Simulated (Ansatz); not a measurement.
# GaH₃ (SMILES [GaH3]): functionals against CCSD(T) at one geometry

The atoms stand at a structure displaced at random from a GFN2-xTB minimum. How far do the functionals agree with CCSD(T) there?

Computed with Ansatz 0.2.0, Gaussian basis. Level: single points in def2-TZVPP.

Cores are frozen in the correlated methods. Filled d shells of the heavier atoms are correlated.

**1. Where the work starts**

4 atoms, charge 0, spin multiplicity 1.

Atoms are counted from 1 here; the program's logs count them from 0.

Bond lengths: Ga1–H2 1.657 Å, Ga1–H3 1.748 Å, Ga1–H4 1.611 Å. Angles: H2–Ga1–H3 111.7°, H2–Ga1–H4 128.2°, H3–Ga1–H4 120.1°.

Geometry (Å):

```mol
GaH3
  3D, bonds by distance, orders not assigned

  4  3  0  0  0  0  0  0  0  0999 V2000
    0.0026    0.0917   -0.0182 Ga  0  0
    1.2479    0.3024    1.0549 H   0  0
   -0.5550   -1.5643   -0.0421 H   0  0
   -0.6655    1.1840   -0.9959 H   0  0
  1  2  8  0
  1  3  8  0
  1  4  8  0
M  END
```

**2. CCSD(T)/def2-TZVPP**

run/in.yaml reads:

```yaml
crystal:
  periodic: [false, false, false]
  atoms:
    - {symbol: Ga, position_ang: [0.002600, 0.091700, -0.018200]}
    - {symbol: H, position_ang: [1.247900, 0.302400, 1.054900]}
    - {symbol: H, position_ang: [-0.555000, -1.564300, -0.042100]}
    - {symbol: H, position_ang: [-0.665500, 1.184000, -0.995900]}
basis:
  gaussian: {orbitals: def2-TZVPP}
correlation: {method: ccsd_t}
output: {forces: true}
```

No record of the launch command was kept for these runs.

**3. PBE0-D4/def2-TZVPP**

run/in.yaml, as its differences from that of step 2:

```diff
@@ -9,3 +9,3 @@
   gaussian: {orbitals: def2-TZVPP}
-correlation: {method: ccsd_t}
-output: {forces: true}
+hamiltonian: {xc: pbe0, dispersion: d4}
+output: {forces: true, orbitals: {seedname: orbitals}}
```

**4. wB97M-V/def2-TZVPP**

run/in.yaml, as its differences from that of step 3:

```diff
@@ -9,3 +9,3 @@
   gaussian: {orbitals: def2-TZVPP}
-hamiltonian: {xc: pbe0, dispersion: d4}
-output: {forces: true, orbitals: {seedname: orbitals}}
+hamiltonian: {xc: {name: wB97M-V}}
+output: {forces: true}
```

**5. r2SCAN-D4/def2-TZVPP**

run/in.yaml, as its differences from that of step 4:

```diff
@@ -9,3 +9,3 @@
   gaussian: {orbitals: def2-TZVPP}
-hamiltonian: {xc: {name: wB97M-V}}
+hamiltonian: {xc: r2scan, dispersion: d4}
 output: {forces: true}
```

**6. PBE-D4/def2-TZVPP**

run/in.yaml, as its differences from that of step 5:

```diff
@@ -9,3 +9,3 @@
   gaussian: {orbitals: def2-TZVPP}
-hamiltonian: {xc: r2scan, dispersion: d4}
+hamiltonian: {xc: pbe, dispersion: d4}
 output: {forces: true}
```

**7. r2SCAN0-D4/def2-TZVPP**

run/in.yaml, as its differences from that of step 6:

```diff
@@ -9,3 +9,3 @@
   gaussian: {orbitals: def2-TZVPP}
-hamiltonian: {xc: pbe, dispersion: d4}
+hamiltonian: {xc: {name: r2SCAN0}, dispersion: d4}
 output: {forces: true}
```

**8. revPBE-D4/def2-TZVPP**

run/in.yaml, as its differences from that of step 7:

```diff
@@ -9,3 +9,3 @@
   gaussian: {orbitals: def2-TZVPP}
-hamiltonian: {xc: {name: r2SCAN0}, dispersion: d4}
+hamiltonian: {xc: {name: revPBE}, dispersion: d4}
 output: {forces: true}
```

(Steps that only read results are left out.)

Q: Predict the outcome of this session. Wanted: energy less free atoms, CCSD(T)/def2-TZVPP; RMS force component; RMS force error; HOMO and LUMO, PBE0-D4; T1 diagnostic.

As calculated:

```
                                  quantity                                                                                                value
energy less free atoms, CCSD(T)/def2-TZVPP                                                                                      -191.9 kcal/mol
                       RMS force component                                                                 0.655 to 0.807 eV/Å over the methods
                           RMS force error  PBE0-D4 0.038, wB97M-V 0.025, r2SCAN-D4 0.008, PBE-D4 0.117, r2SCAN0-D4 0.035, revPBE-D4 0.143 eV/Å
                    HOMO and LUMO, PBE0-D4                                                                                   -8.10 and -1.91 eV
                             T1 diagnostic                                                                                                0.013
```

**Reading.** Against CCSD(T) the functionals' energies less atoms differ by +0.3 to +7.6 kcal/mol, PBE-D4 by +6.3 kcal/mol. CCSD(T) in triple zeta still lacks some correlation energy of the bonds, so part of these gaps is its own basis error and they don't rank the functionals. On forces the order runs from r2SCAN-D4 to revPBE-D4. Frozen-core CCSD(T) forces in triple zeta carry basis errors of their own, and this is one geometry, so small gaps rank nothing.
